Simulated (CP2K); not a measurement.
Runs of CP2K 2026.2 on NiMoIrPdW. The structure is trigonal, space group P3m1 (No. 156). The conventional cell has a = 4.117 Å, b = 4.117 Å, c = 5.446 Å, α = 90.00°, β = 90.00°, γ = 120.00°. Ni (site symmetry 3m) has 3 Mo at 2.38 Å and 3 Ir at 2.69 Å as nearest neighbours. Mo (site symmetry 3m) is surrounded by 3 Ni at 2.38 Å and 3 Ir at 2.70 Å and 2 Pd at 2.72 to 2.73 Å. Pd (site symmetry 3m) has 3 W at 2.68 Å and 2 Mo at 2.72 to 2.73 Å and 3 Ir at 2.77 Å as nearest neighbours. Ir (site symmetry 3m) is surrounded by 2 W at 2.66 to 2.78 Å and 3 Ni at 2.69 Å and 3 Mo at 2.70 Å and 3 Pd at 2.77 Å. W (site symmetry 3m) is surrounded by 2 Ir at 2.66 to 2.78 Å and 3 Pd at 2.68 Å and 3 Mo at 2.81 Å and 3 Ni at 2.82 Å. The cell was built by a generator and needn't be a form met in nature.

```csv
task,level,potentials or basis,cell,k mesh,EPS_DEFAULT,k points reduced by the point group,points a segment of the path (NPOINTS),bands added on the path,CUTOFF of the grids,gap on the mesh (eV),pressure (GPa),moment (μB),largest force (eV/Å)
band structure,vdW-DF-cx,"GTH_POTENTIALS Ni GTH-PBE-q18, Pd GTH-PBE-q18, Ir GTH-PBE-q17, W GTH-PBE-q14; POTENTIAL_UZH Mo GTH-PBE-q14; TZVP-MOLOPT-SR-GTH, TZVP-MOLOPT-PBE-GTH basis",as given,8 × 8 × 5,1.0E-9,yes,6,2,1000 Ry,none,(b),0.00,-
band structure,PBEsol,"GTH_POTENTIALS Ni GTH-PBE-q18, Pd GTH-PBE-q18, Ir GTH-PBE-q17, W GTH-PBE-q14; POTENTIAL_UZH Mo GTH-PBE-q14; TZVP-MOLOPT-SR-GTH, TZVP-MOLOPT-PBE-GTH basis",as given,8 × 8 × 5,1.0E-9,yes,6,2,1000 Ry,none,-7.3,0.00,0.07
band structure,r2SCAN,"GTH_POTENTIALS Ni GTH-PBE-q18, Pd GTH-PBE-q18, Ir GTH-PBE-q17, W GTH-PBE-q14; POTENTIAL_UZH Mo GTH-PBE-q14; TZVP-MOLOPT-SR-GTH, TZVP-MOLOPT-PBE-GTH basis",as given,8 × 8 × 5,1.0E-9,yes,6,2,1000 Ry,none,-4.8,0.00,-
relaxation of cell and atoms,RPBE,"GTH_POTENTIALS Ni GTH-PBE-q18, Pd GTH-PBE-q18, Ir GTH-PBE-q17, W GTH-PBE-q14; POTENTIAL_UZH Mo GTH-PBE-q14; DZVP-MOLOPT-SR-GTH, DZVP-MOLOPT-PBE-GTH basis",relaxed,6 × 6 × 4,1.0E-9,-,-,-,600 Ry,none,0.0,0.00,0.01
single point,PBE,"GTH_POTENTIALS Ni GTH-PBE-q18, Pd GTH-PBE-q18, Ir GTH-PBE-q17, W GTH-PBE-q14; POTENTIAL_UZH Mo GTH-PBE-q14; TZVP-MOLOPT-SR-GTH, TZVP-MOLOPT-PBE-GTH basis",as given,8 × 8 × 5,1.0E-10,yes,-,-,600 Ry,none,(a),0.00,0.06
```

Alike in all rows: spin collinear, ferromagnetic start; smearing fermi-dirac 0.05 eV.

Problem. Fill in the values left out.

Solution. (a) 0.3; (b) -6.1.

Caveats: the basis of atomic orbitals isn't converged, which shifts pressures, moduli and gaps; the potentials were made for another functional, which shifts forces and pressure (some runs); the forces don't sum to zero, a sign of grid noise (some runs).

A k mesh can miss the band edges, and the runs leave out spin-orbit coupling on Ir, Mo, Pd, W.

A gap of «none» marks a metal or a gap under the smearing width.

Not every run made on this cell is shown here.
